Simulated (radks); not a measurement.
# Ionising samarium step by step, Sm²¹⁺ to Sm⁴¹⁺

One table from this session's results is given with a row withheld; the runs are named, their logs left out.

Method: scalar-relativistic Kohn-Sham, exchange-only LDA, spin-polarised, spherical densities, point nucleus; open shells are filled with parallel spins first. Code: radks (a radial shooting solver on a logarithmic mesh, Libxc functionals) version 1.

## What is computed

```
element             : samarium (Z = 62)
charges             : 21 to 41
first configuration : [Kr] 4d5
last configuration  : [Ar] 3d3
```

The outer shells:

Sm²¹⁺
```
[Kr] core
4d [↑ ][↑ ][↑ ][↑ ][↑ ]
```

Sm⁴¹⁺
```
[Ar] core
3d [↑ ][↑ ][↑ ][  ][  ]
```

The first run:

Input:

```text
Z 62
configuration [Kr] 4d5
relativity scalar-relativistic
functional lda,
spin polarised
nucleus point
c 137.035999084
```

Steps of the session up to this table: Sm²¹⁺, [Kr] 4d5.

One table of the session follows, with a row left open; its other results are not shown here.

It belongs to the step «Sm²¹⁺, [Kr] 4d5». Radial moments (bohr):

| level | <r> | outermost maximum (interpolated) | 90 % within | nodes |
| --- | --- | --- | --- | --- |
| 3d up | ? | ? | ? | ? |
| 3d down | 0.2293 | 0.187 | 0.357 | 0 |
| 4s up | 0.5468 | 0.524 | 0.777 | 3 |
| 4s down | 0.5470 | 0.523 | 0.778 | 3 |
| 4p up | 0.5669 | 0.541 | 0.813 | 2 |
| 4p down | 0.5674 | 0.541 | 0.814 | 2 |
| 4d up | 0.5841 | 0.548 | 0.855 | 1 |
| 4d down | 0.5851 | 0.548 | 0.858 | 1 |

**Question.** Estimate the row for 3d up.

As computed: <r>: 0.2294; outermost maximum (interpolated): 0.187; 90 % within: 0.357; nodes: 0. In the column «<r>» it lies between 3d down (0.2293) and 4s up (0.5468).

To keep in mind: Open shells are spherical and high-spin; term and fine-structure splittings are not resolved.
